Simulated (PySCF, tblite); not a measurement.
# C4H10GeSi: dynamics, then NMR shifts on frames, part 2 of 2

tblite 0.8.0 and PySCF 2.14.0. Atoms count from 0.

## Step 5: Shielding tensors: 625 fs, PBE0/pcSseg-1

What the job is given:

```
{"job": {"kind": "nmr", "xc": "PBE0", "basis": "pcSseg-1", "pop": false}, "charge": 0, "multiplicity": 1}
C     -1.746000     0.411100    -1.376700
Si    -1.711400    -0.496100     0.291200
C     -2.347600     0.569100     1.758800
C      0.046200    -0.657700     0.800600
C      1.222900    -0.927900     0.851400
Ge     3.096100    -1.352400     0.797300
H     -2.803200     0.385800    -1.717300
H     -1.399200     1.436900    -1.434000
H     -1.161600    -0.103400    -2.107400
H     -2.400400    -1.792100     0.110200
H     -1.709800     1.439000     1.824300
H     -3.367500     0.990200     1.458000
H     -2.500800     0.017400     2.641600
H      3.205500    -2.809500     0.463300
H      3.679800    -0.617400    -0.415100
H      3.871400    -0.995000     2.004400
```

Method: GIAO PBE0/pcSseg-1 NMR shielding, non-relativistic, gas phase.

The program printed:

```text
coarse grid: 59272 points
cycle   1  E = -2523.9412749111  dE = -3.728e-01  |g| = 9.922e-01  |ddm| = 3.833e+00
cycle   2  E = -2523.8900168679  dE =  5.126e-02  |g| = 1.052e+00  |ddm| = 1.353e+00
cycle   3  E = -2524.0438043494  dE = -1.538e-01  |g| = 1.806e-01  |ddm| = 8.578e-01
cycle   4  E = -2524.0487228288  dE = -4.918e-03  |g| = 1.175e-01  |ddm| = 2.162e-01
cycle   5  E = -2524.0520869214  dE = -3.364e-03  |g| = 8.678e-03  |ddm| = 8.264e-02
cycle   6  E = -2524.0521069570  dE = -2.004e-05  |g| = 3.175e-03  |ddm| = 1.382e-02
cycle   7  E = -2524.0521097045  dE = -2.747e-06  |g| = 6.708e-04  |ddm| = 4.021e-03
final grid: 123520 points
cycle   8  E = -2524.0521121288  dE = -6.537e-09  |g| = 7.217e-04  |ddm| = 2.098e-03
cycle   9  E = -2524.0521120583  dE =  7.052e-08  |g| = 8.888e-04  |ddm| = 1.520e-03
cycle  10  E = -2524.0521122597  dE = -2.014e-07  |g| = 1.925e-04  |ddm| = 8.413e-04
cycle  11  E = -2524.0521122687  dE = -8.973e-09  |g| = 3.457e-05  |ddm| = 1.450e-04
cycle  12  E = -2524.0521122690  dE = -3.074e-10  |g| = 3.070e-06  |ddm| = 3.871e-05
converged SCF energy = -2524.0521122690

GIAO shielding tensors (ppm)
atom      isotropic    diamagn.    paramagn.     s11        s22        s33       span
  0 C      187.916     254.352     -66.437    183.436    184.705    195.607     12.171
  1 Si     392.806     883.134    -490.329    344.156    409.977    424.284     80.127
  2 C      185.936     252.736     -66.800    180.260    186.882    190.666     10.406
  3 C       63.659     267.540    -203.881    -45.846    -36.854    273.678    319.523
  4 C       73.615     276.420    -202.805    -20.199    -14.693    255.736    275.935
  5 Ge    1614.433    2754.691   -1140.258   1560.275   1601.290   1681.734    121.459
  6 H       31.213      28.605       2.607     26.754     28.090     38.794     12.040
  7 H       31.341      33.070      -1.729     27.578     28.544     37.902     10.324
  8 H       31.719      33.646      -1.927     27.245     29.573     38.338     11.094
  9 H       26.911      29.590      -2.680     23.964     24.849     31.919      7.956
 10 H       31.375      32.382      -1.008     27.308     29.929     36.887      9.579
 11 H       30.583      27.066       3.518     26.173     27.978     37.599     11.426
 12 H       31.859      30.077       1.781     27.431     29.141     39.004     11.573
 13 H       27.628      27.987      -0.359     20.746     23.116     39.020     18.274
 14 H       27.214      28.559      -1.345     20.498     23.168     37.976     17.478
 15 H       27.887      28.216      -0.329     20.895     22.691     40.074     19.179
```

Run time: 18 s. Hardware: 1 thread of AMD EPYC 9B14, shared host; peak memory 0.9 GiB.

Key values: δ C3 123.3, C4 113.3, C2 1.0, C0 -1.0, H9 4.81, H14 4.50 ppm.

## Step 6: Shielding tensors: 800 fs, PBE0/pcSseg-1

What the job is given:

```
{"job": {"kind": "nmr", "xc": "PBE0", "basis": "pcSseg-1", "pop": false}, "charge": 0, "multiplicity": 1}
C     -1.740100     0.529300    -0.864900
Si    -1.563900    -0.281900     0.783600
C     -1.573300     1.089300     2.157200
C      0.127900    -0.997800     0.739100
C      1.283400    -0.988000     1.085700
Ge     3.190100    -1.427600     1.224200
H     -2.645900     1.128400    -0.889600
H     -0.856800     1.105500    -1.157900
H     -1.827400    -0.171100    -1.749300
H     -2.674500    -1.229700     0.933400
H     -0.991600     2.010800     2.107100
H     -2.649200     1.336100     2.150000
H     -1.452500     0.517700     3.064700
H      3.199300    -2.337100     2.335400
H      3.383900    -2.153400    -0.088300
H      3.964200    -0.145400     1.545800
```

Method: GIAO PBE0/pcSseg-1 NMR shielding, non-relativistic, gas phase.

The program printed:

```text
coarse grid: 59272 points
cycle   1  E = -2523.9243826997  dE = -3.509e-01  |g| = 9.964e-01  |ddm| = 3.673e+00
cycle   2  E = -2523.8725517080  dE =  5.183e-02  |g| = 1.058e+00  |ddm| = 1.351e+00
cycle   3  E = -2524.0334524746  dE = -1.609e-01  |g| = 1.565e-01  |ddm| = 8.303e-01
cycle   4  E = -2524.0358812503  dE = -2.429e-03  |g| = 1.227e-01  |ddm| = 1.959e-01
cycle   5  E = -2524.0396097077  dE = -3.728e-03  |g| = 8.429e-03  |ddm| = 8.882e-02
cycle   6  E = -2524.0396286240  dE = -1.892e-05  |g| = 2.938e-03  |ddm| = 1.257e-02
cycle   7  E = -2524.0396309266  dE = -2.303e-06  |g| = 7.389e-04  |ddm| = 3.613e-03
final grid: 123520 points
cycle   8  E = -2524.0396167017  dE =  2.212e-08  |g| = 8.467e-04  |ddm| = 2.183e-03
cycle   9  E = -2524.0396165974  dE =  1.043e-07  |g| = 1.051e-03  |ddm| = 1.758e-03
cycle  10  E = -2524.0396168907  dE = -2.933e-07  |g| = 1.656e-04  |ddm| = 9.705e-04
cycle  11  E = -2524.0396168973  dE = -6.612e-09  |g| = 3.220e-05  |ddm| = 1.344e-04
cycle  12  E = -2524.0396168976  dE = -2.756e-10  |g| = 3.379e-06  |ddm| = 3.017e-05
converged SCF energy = -2524.0396168976

GIAO shielding tensors (ppm)
atom      isotropic    diamagn.    paramagn.     s11        s22        s33       span
  0 C      185.514     255.329     -69.815    178.759    184.327    193.454     14.695
  1 Si     389.238     882.999    -493.761    361.591    388.203    417.920     56.329
  2 C      184.012     250.515     -66.503    175.676    185.958    190.400     14.724
  3 C       63.605     271.479    -207.874    -42.236    -40.754    273.805    316.041
  4 C       65.646     272.973    -207.327    -33.931    -21.478    252.347    286.278
  5 Ge    1607.509    2756.284   -1148.775   1574.738   1612.167   1635.622     60.884
  6 H       31.679      30.756       0.923     26.872     29.151     39.013     12.141
  7 H       30.999      34.530      -3.531     27.127     29.308     36.561      9.434
  8 H       30.393      30.925      -0.532     26.436     27.343     37.399     10.963
  9 H       27.280      29.654      -2.374     24.488     24.738     32.613      8.125
 10 H       30.664      31.404      -0.740     27.222     28.134     36.638      9.417
 11 H       31.579      27.794       3.785     27.141     28.829     38.766     11.625
 12 H       31.383      29.437       1.946     27.087     29.273     37.790     10.702
 13 H       28.454      29.164      -0.711     20.829     23.785     40.747     19.918
 14 H       26.931      28.344      -1.414     19.709     23.229     37.854     18.146
 15 H       27.095      28.075      -0.980     20.538     22.796     37.950     17.413
```

Run time: 19 s. Hardware: 1 thread of AMD EPYC 9B14, shared host; peak memory 0.9 GiB.

Key values: δ C3 123.3, C4 121.3, C2 2.9, C0 1.4, H14 4.79, H15 4.62 ppm.

## Step 7: NMR shieldings: 1000 fs, PBE0/pcSseg-1

What the job is given:

```
{"job": {"kind": "nmr", "xc": "PBE0", "basis": "pcSseg-1", "pop": false}, "charge": 0, "multiplicity": 1}
C     -1.282200     1.591000    -0.656300
Si    -1.509900     0.333700     0.794600
C     -1.605400     1.432500     2.293300
C      0.037300    -0.647400     0.904500
C      1.128700    -1.113100     1.100700
Ge     2.885200    -1.745500     1.014900
H     -1.755500     2.599100    -0.550400
H     -0.254300     1.799600    -0.718800
H     -1.725400     1.198100    -1.577400
H     -2.664900    -0.503100     0.650300
H     -0.679800     1.903600     2.559500
H     -2.281100     2.250000     2.092800
H     -1.916800     0.908400     3.155800
H      3.834900    -1.093500     1.983400
H      2.962100    -3.231800     1.134000
H      3.216700    -1.406300    -0.300300
```

Method: GIAO PBE0/pcSseg-1 NMR shielding, non-relativistic, gas phase.

The program printed:

```text
coarse grid: 59272 points
cycle   1  E = -2523.9327044326  dE = -2.055e-01  |g| = 9.956e-01  |ddm| = 3.793e+00
cycle   2  E = -2523.8948691426  dE =  3.784e-02  |g| = 1.032e+00  |ddm| = 1.299e+00
cycle   3  E = -2524.0399982989  dE = -1.451e-01  |g| = 1.311e-01  |ddm| = 7.741e-01
cycle   4  E = -2524.0407580871  dE = -7.598e-04  |g| = 1.156e-01  |ddm| = 1.671e-01
cycle   5  E = -2524.0441087985  dE = -3.351e-03  |g| = 6.470e-03  |ddm| = 8.076e-02
cycle   6  E = -2524.0441186568  dE = -9.858e-06  |g| = 2.238e-03  |ddm| = 9.558e-03
final grid: 123520 points
cycle   7  E = -2524.0441301064  dE =  3.161e-07  |g| = 2.527e-03  |ddm| = 5.241e-03
cycle   8  E = -2524.0441291143  dE =  9.921e-07  |g| = 3.183e-03  |ddm| = 5.146e-03
cycle   9  E = -2524.0441316919  dE = -2.578e-06  |g| = 6.286e-04  |ddm| = 2.888e-03
cycle  10  E = -2524.0441317929  dE = -1.010e-07  |g| = 8.325e-05  |ddm| = 4.834e-04
cycle  11  E = -2524.0441317945  dE = -1.640e-09  |g| = 4.847e-06  |ddm| = 8.060e-05
cycle  12  E = -2524.0441317945  dE = -3.638e-12  |g| = 2.783e-06  |ddm| = 7.306e-06
converged SCF energy = -2524.0441317945

GIAO shielding tensors (ppm)
atom      isotropic    diamagn.    paramagn.     s11        s22        s33       span
  0 C      186.348     255.337     -68.988    169.505    190.298    199.243     29.738
  1 Si     398.392     882.615    -484.223    381.488    391.749    421.938     40.450
  2 C      189.970     252.175     -62.204    176.254    192.997    200.660     24.405
  3 C       64.217     264.077    -199.860    -39.839    -37.669    270.160    309.998
  4 C       75.599     275.863    -200.264    -18.644    -16.164    261.604    280.249
  5 Ge    1619.499    2756.689   -1137.191   1558.091   1621.513   1678.892    120.800
  6 H       30.976      29.977       0.999     26.461     28.627     37.839     11.378
  7 H       32.054      35.672      -3.619     27.294     31.161     37.706     10.413
  8 H       31.003      31.815      -0.813     26.416     28.069     38.522     12.107
  9 H       27.777      29.836      -2.059     24.594     25.363     33.373      8.779
 10 H       31.720      32.269      -0.549     27.883     29.919     37.357      9.474
 11 H       32.070      29.181       2.889     27.100     29.780     39.330     12.230
 12 H       32.227      29.301       2.926     27.629     28.959     40.093     12.464
 13 H       27.764      28.495      -0.731     20.935     22.970     39.386     18.451
 14 H       27.962      28.613      -0.651     20.993     22.903     39.989     18.997
 15 H       29.144      31.696      -2.552     20.757     24.761     41.913     21.156
```

It took 19 s on 1 thread of AMD EPYC 9B14, shared host; peak memory 0.9 GiB.

Key values: δ C3 122.7, C4 111.3, C0 0.6, C2 -3.0, H13 3.95, H9 3.94 ppm.

## Step 8: Comparing the runs: NMR shifts

Shifts (ppm) of some atoms, chosen among heavy atoms and hydrogens apart, with basis size and wall time:

| frame | C3 | C4 | C2 | H13 | H11 | Si1 | Ge5 | functions | time |
| --- | --- | --- | --- | --- | --- | --- | --- | --- | --- |
| 250 fs | 129.8 | 112.0 | 0.8 | 5.84 | -1.65 | -37.1 | -282 | 183 | 26 s |
| 425 fs | 126.6 | 112.1 | -1.9 | 2.79 | 0.31 | -34.8 | -295 | 183 | 18 s |
| 625 fs | 123.3 | 113.3 | 1.0 | 4.09 | 1.13 | -43.6 | -283 | 183 | 18 s |
| 800 fs | 123.3 | 121.3 | 2.9 | 3.26 | 0.14 | -40.1 | -277 | 183 | 19 s |
| 1000 fs | 122.7 | 111.3 | -3.0 | 3.95 | -0.35 | -49.2 | -289 | 183 | 19 s |

## Step 9: Summary of results

What follows sums up all 2 parts.

| quantity | value |
| --- | --- |
| thermostat | 300 K |
| mean temperature, second half | 267 K |
| mean potential energy above the minimum | 0.47 eV |
| 13C shifts against TMS (PBE0/pcSseg-1, 250 fs) | 129.8, 112.0, 0.9, 0.8 ppm |
| 1H shifts against TMS (PBE0/pcSseg-1, 250 fs) | 5.84, 5.06, 4.28, 3.45, 1.54, 0.37, -0.28, -0.40, -1.32, -1.65 ppm |
| 29Si shifts against TMS (PBE0/pcSseg-1, 250 fs) | -37.1 ppm |
| 73Ge shifts against GeMe4 (PBE0/pcSseg-1, 250 fs) | -282 ppm |
| surface potential, 1st and 99th percentile | -0.86 V and 1.16 V |
| range of the shift of Ge5 | -295 to -277 ppm |

In words: In the second half the potential energy averages 0.47 eV above the minimum; equipartition over 42 harmonic modes at 300 K would give 0.54 eV. With 16 atoms the temperature swings widely (121 to 402 K). Shifts at one fixed geometry are not the observed spectrum, which averages over the motion. In the first frame run (250 fs): The largest span, 324 ppm, is at C3, where the paramagnetic term is -212 ppm. At PBE0/pcSseg-1, counted by nearest atom on the grid, the HOMO lies on C3, C4 about 35 % each; C0 9 %, the LUMO on C3, C4 about 26 % each; Si1 10 %. In ppm, Ge5 moves most: its shift spreads over 18 ppm, from -295 (425 fs) to -277 (800 fs). Spin-orbit coupling is left out, which matters for shieldings and couplings at and beside the heavy atoms.
